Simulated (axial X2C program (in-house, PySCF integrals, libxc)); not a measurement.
# TaB⁻: properties at the nuclei

Aim: properties at the nuclei of TaB⁻, with spin–orbit coupling in the Hamiltonian from the start.

Method: two-component X2C with atomic mean-field terms, Ta dyall-acv3z, B dyall-av3z; program: an in-house X2C program for linear molecules on PySCF integrals.

All values are calculated.

## Step 1: The job

The input, task.json:

```json
{"zs": [73, 5], "q": -1, "bas": ["dyall-acv3z", "dyall-av3z"], "r0": 2.31, "levels": ["PBE0", "HF", "LDA", "PBE", "BHandHLYP"], "nst": 3}
```

Keys: zs atomic numbers; q charge; bas basis sets; r0 starting distance in Å; levels methods (HF also brings MP2); nst determinants followed.

Started as:

```sh
python soeom.py task.json out
```

Nuclei are Gaussian, cores are contracted, and the Gaunt term is on.

## Step 2: Expectation values, lowest determinant

R = 2.128 Å. State: Ω = 5/2 (excess of +ω over −ω: ω = 5/2).

Output of the PBE0 run:

```text
two-component X2C + atomic mean field  PBE0
basis functions 252  fitting functions 1272  grid points 5082
iter        total energy     max residual
   1     -15628.222900526     9.48e-06
   2     -15628.222900550     6.83e-06
   3     -15628.222900557     5.42e-06
   4     -15628.222900565     4.27e-06
   5     -15628.222900572     1.70e-06
   6     -15628.222900573     2.17e-06
converged
one-electron -21629.14751688  Coulomb 6248.14324095  exact exchange -79.84852017  xc functional -244.78800617  nuclear repulsion 90.76582800  atomic mean-field constant -13.34792630
```

The highest occupied spinor is 95% Ta d, 3% B d, 2% B f.

| level | Eeff magnitude (GV/cm) | Ws magnitude Ta (kHz) | A∥/gI Ta (MHz) | qzz Ta (a.u.) | A∥/gI B (MHz) | qzz B (a.u.) |
| --- | --- | --- | --- | --- | --- | --- |
| PBE0 | 21 | 9.67 | 405 | -0.45 | -0.334 | -0.18 |
| HF | 50 | 21.7 | 637 | -0.99 | 5 | -0.20 |
| LDA | 2.21 | 1.9 | 243 | -0.80 | 0.71 | -0.19 |
| PBE | 5.36 | 3.33 | 342 | -0.63 | -1.47 | -0.21 |
| BHandHLYP | 33.7 | 14.8 | 343 | -0.79 | 6.31 | -0.17 |

Eeff is the effective electric field on the electron dipole moment in this Ω state and Ws the scalar–pseudoscalar constant (defined with the proton number Z and per Ω); A∥ is the parallel hyperfine constant, which follows by multiplying with the nuclear g factor gI = μI/(I μN); qzz is the electric field gradient, eQq0 = 234.96 MHz × Q/barn × qzz. The operators were transformed with the bare-nucleus X2C matrices.

## Step 3: Expectation values, a higher determinant

R = 2.128 Å. State: Ω = 1/2 (excess of +ω over −ω: ω = 1/2), 0.05 eV above the lowest in the PBE0 search for states (made at or near this distance, with looser thresholds).

Output of the PBE0 run:

```text
two-component X2C + atomic mean field  PBE0
basis functions 252  fitting functions 1272  grid points 5082
iter        total energy     max residual
   1     -15628.220933450     6.77e-06
   2     -15628.220933452     1.04e-05
   3     -15628.220933454     5.56e-06
converged
one-electron -21628.07147537  Coulomb 6246.98298148  exact exchange -79.81870260  xc functional -244.73163866  nuclear repulsion 90.76582800  atomic mean-field constant -13.34792630
```

The highest occupied spinor is 53% Ta d, 40% B p, 3% Ta p.

| level | Eeff magnitude (GV/cm) | Ws magnitude Ta (kHz) | A∥/gI Ta (MHz) | qzz Ta (a.u.) | A∥/gI B (MHz) | qzz B (a.u.) |
| --- | --- | --- | --- | --- | --- | --- |
| PBE0 | 18.8 | 41.3 | 406 | -5.20 | 87.9 | -0.09 |
| HF | 60.1 | 128 | 2870 | -3.94 | 130 | -0.19 |
| LDA | 4.27 | 10.3 | -724 | -5.94 | 90.9 | -0.05 |
| PBE | 8.24 | 18.7 | -361 | -5.73 | 84.3 | -0.06 |
| BHandHLYP | 31.9 | 68.2 | 334 | -5.09 | 112 | -0.12 |

## Step 4: Expectation values, a higher determinant

R = 2.128 Å. State: Ω = 3/2 (excess of +ω over −ω: ω = 3/2), 0.16 eV above the lowest in the PBE0 search for states (made at or near this distance, with looser thresholds).

Output of the PBE0 run:

```text
two-component X2C + atomic mean field  PBE0
basis functions 252  fitting functions 1272  grid points 5082
iter        total energy     max residual
   1     -15628.216928816     2.16e-05
   2     -15628.216928843     2.06e-05
   3     -15628.216928853     2.03e-05
   4     -15628.216928873     1.59e-05
   5     -15628.216928894     6.47e-06
   6     -15628.216928898     3.26e-06
   7     -15628.216928899     3.24e-06
converged
one-electron -21628.00023980  Coulomb 6246.91826042  exact exchange -79.82010490  xc functional -244.73274631  nuclear repulsion 90.76582800  atomic mean-field constant -13.34792630
```

The highest occupied spinor is 48% Ta d, 44% B p, 4% Ta p.

| level | Eeff magnitude (GV/cm) | Ws magnitude Ta (kHz) | A∥/gI Ta (MHz) | qzz Ta (a.u.) | A∥/gI B (MHz) | qzz B (a.u.) |
| --- | --- | --- | --- | --- | --- | --- |
| PBE0 | 17.7 | 13.4 | 104 | -4.89 | 12.2 | -0.07 |
| HF | 63 | 44.6 | -794 | -3.98 | 14.5 | -0.18 |
| LDA | 2.65 | 3.12 | 538 | -4.79 | 9.44 | -0.05 |
| PBE | 7.03 | 6.06 | 386 | -4.93 | 12.1 | -0.06 |
| BHandHLYP | 30.4 | 22.1 | 107 | -4.95 | 10 | -0.11 |

## Step 5: What came out

| quantity | value |
| --- | --- |
| lowest determinant | Ω = 5/2 (excess of +ω over −ω: ω = 5/2) |
| Eeff magnitude (GV/cm), PBE0 | 21 |
| Ws magnitude Ta (kHz), PBE0 | 9.67 |
| A∥/gI Ta (MHz), PBE0 | 405 |
| qzz Ta (a.u.), PBE0 | -0.45 |
| higher determinant | Ω = 1/2 (excess of +ω over −ω: ω = 1/2) |
| Eeff magnitude (GV/cm), PBE0, higher determinant | 18.8 |
| Ws magnitude Ta (kHz), PBE0, higher determinant | 41.3 |
| A∥/gI Ta (MHz), PBE0, higher determinant | 406 |
| qzz Ta (a.u.), PBE0, higher determinant | -5.20 |
| higher determinant | Ω = 3/2 (excess of +ω over −ω: ω = 3/2) |
| Eeff magnitude (GV/cm), PBE0, higher determinant | 17.7 |
| Ws magnitude Ta (kHz), PBE0, higher determinant | 13.4 |
| A∥/gI Ta (MHz), PBE0, higher determinant | 104 |
| qzz Ta (a.u.), PBE0, higher determinant | -4.89 |

What this shows: In the first state, the effective field runs from 2.21 to 50 GV/cm over the mean-field levels, so the levels don't agree on it. The expectation values come from single determinants, which for open shells can mix terms of unlike spin or miss the lowest Ω, so a determinant need not be a state. Eeff is the effective electric field on the electron dipole moment in this Ω state and Ws the scalar–pseudoscalar constant (defined with the proton number Z and per Ω); A∥ is the parallel hyperfine constant, which follows by multiplying with the nuclear g factor gI = μI/(I μN); qzz is the electric field gradient, eQq0 = 234.96 MHz × Q/barn × qzz. The operators were transformed with the bare-nucleus X2C matrices. A second determinant lies within 0.1 eV of the first, so their order is not settled at this level.
